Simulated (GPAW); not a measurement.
NiMoIrPdW:

```
Ni Mo Pd Ir W
1.0
     4.14670    0.00000    0.00000
    -2.07335    3.59115    0.00000
     0.00000    0.00000    5.41629
Ni Mo Pd Ir W
1 1 1 1 1
Direct
  0.00000 0.00000 0.02221
  0.66667 0.33333 0.45996
  0.33333 0.66667 0.74601
  0.33333 0.66667 0.25641
  0.66667 0.33333 0.99985
```

The cell was built by a generator and needn't be a form met in nature.

Base run:

| Quantity | Value |
| --- | --- |
| Program | GPAW 26.7.0 |
| Functional | PBE |
| Potentials or basis | GPAW PAW data sets (gpaw-data 1.2.1) |
| Cutoff | 600 eV |
| Basis | pw |
| k mesh | 5 × 5 × 4 |
| Occupations | fermi-dirac, width 0.05 eV |
| Spin | collinear spin, ferromagnetic start |
| Starting moments | [1.0, 1.0, 0.0, 0.6, 0.0] μB |

Its results: pressure 0.3 GPa; net moment 0.00 μB per cell; largest force 0.113 eV/Å.

Problem. The run is repeated on the same cell with these changes: functional from PBE to TPSS. What comes out?

Solution. Pressure -4.1 GPa; net moment 0.00 μB per cell; largest force 0.098 eV/Å.

Caveats: the stock nickel data set gives pressures a few GPa off other programs; the PAW data sets were made with another functional, which shifts forces and pressure a little (some runs).

Not every run made on this cell is shown here.
